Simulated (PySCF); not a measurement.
# [Bi(NH2)]2+: forces at shaken geometries

Aim: move all atoms of relaxed [Bi(NH2)]2+ at random and read energies and forces. The species was built from a template and needn't be a known compound.

Computed with PySCF 2.14.0. Level: PBE0, Bi def2-SVP with ECP60, N def2-SVP, H def2-SVP; scalar-relativistic core potentials, no spin–orbit coupling.

2 further runs of the same task are left out: 2 for a known fault of the program.

## 1. Starting geometry

4 atoms, charge 2, spin multiplicity 1.

Bond lengths: Bi1–N2 2.019 Å, N2–H3 1.039 Å, N2–H4 1.039 Å. Angles: Bi1–N2–H3 124.9°, Bi1–N2–H4 124.9°, H3–N2–H4 110.2°.

Geometry (Å):

```
Bi    0.0000    0.0000   -0.0803
N     0.0000    0.0000    1.9390
H     0.8517    0.0000    2.5337
H    -0.8517    0.0000    2.5337
```

Formal oxidation states: Bi +3. An earlier session relaxed this geometry at PBE0, Bi def2-SVP with ECP60, N def2-SVP, H def2-SVP (singlet, point group C2v).

Its energy there is -269.659461 Eh.

## 2. Atoms moved at random, σ = 0.15 Å

Input file run.py (the lines that set the calculation):

```python
mol = gto.M(atom='''
Bi    -0.07211    -0.02688    -0.14425
N      0.22637     0.13784     1.69694
H      0.70001    -0.03769     2.63693
H     -0.85427    -0.07327     2.73637''',
    basis={'Bi': 'def2-SVP', 'N': 'def2-SVP', 'H': 'def2-SVP'},
    ecp={'Bi': 'def2-SVP'},
    charge=2, spin=0)
mf = dft.RKS(mol, xc='PBE0')
mf.grids.atom_grid = (50, 194)
mf = mf.density_fit()  # fitting sets: Bi def2-universal-JKFIT, N def2-universal-JKFIT, H def2-universal-JKFIT
mf.conv_tol = 1e-08; mf.max_cycle = 55
mf.kernel(dm0)  # dm0: the density of the relaxed state
```

The run is started by

```sh
OMP_NUM_THREADS=2 python run.py
```

## 3. Atoms moved at random, σ = 0.06 Å

run.py (the lines that set the calculation), as its differences from that of step 2:

```diff
@@ -1,6 +1,6 @@
 mol = gto.M(atom='''
-Bi    -0.07211    -0.02688    -0.14425
-N      0.22637     0.13784     1.69694
-H      0.70001    -0.03769     2.63693
-H     -0.85427    -0.07327     2.73637''',
+Bi     0.04623     0.00298    -0.02956
+N     -0.06960    -0.08166     1.88801
+H      0.85583     0.04320     2.48887
+H     -0.83247     0.03548     2.57866''',
     basis={'Bi': 'def2-SVP', 'N': 'def2-SVP', 'H': 'def2-SVP'},
```

## 4. Atoms moved at random, σ = 0.1 Å

run.py (the lines that set the calculation), as its differences from that of step 3:

```diff
@@ -1,6 +1,6 @@
 mol = gto.M(atom='''
-Bi     0.04623     0.00298    -0.02956
-N     -0.06960    -0.08166     1.88801
-H      0.85583     0.04320     2.48887
-H     -0.83247     0.03548     2.57866''',
+Bi    -0.15772     0.05328    -0.11141
+N     -0.03136     0.04547     1.94274
+H      0.91646    -0.07533     2.64531
+H     -0.72738    -0.02343     2.44935''',
     basis={'Bi': 'def2-SVP', 'N': 'def2-SVP', 'H': 'def2-SVP'},
```

Q: Predict the outcome of this session. Wanted: for each run, σ; energy rise; harmonic estimate −½ F·u; largest force component.

**Answer**, as computed:

| σ (Å) | energy rise (eV) | harmonic estimate −½ F·u (eV) | largest force component (eV/Å) |
| --- | --- | --- | --- |
| 0.15 | 2.656 | 1.842 | 8.70 |
| 0.06 | 0.278 | 0.278 | 4.10 |
| 0.1 | 1.280 | 1.418 | 12.94 |

Every displacement raises the energy. For a harmonic well the rise equals −½ F·u; the two differ by at most 31 % here (a move with σ = 0.15 Å), from anharmonicity, the grid and the small forces left at the relaxed point. The bases are small and lack diffuse functions. Spin–orbit coupling is left out.
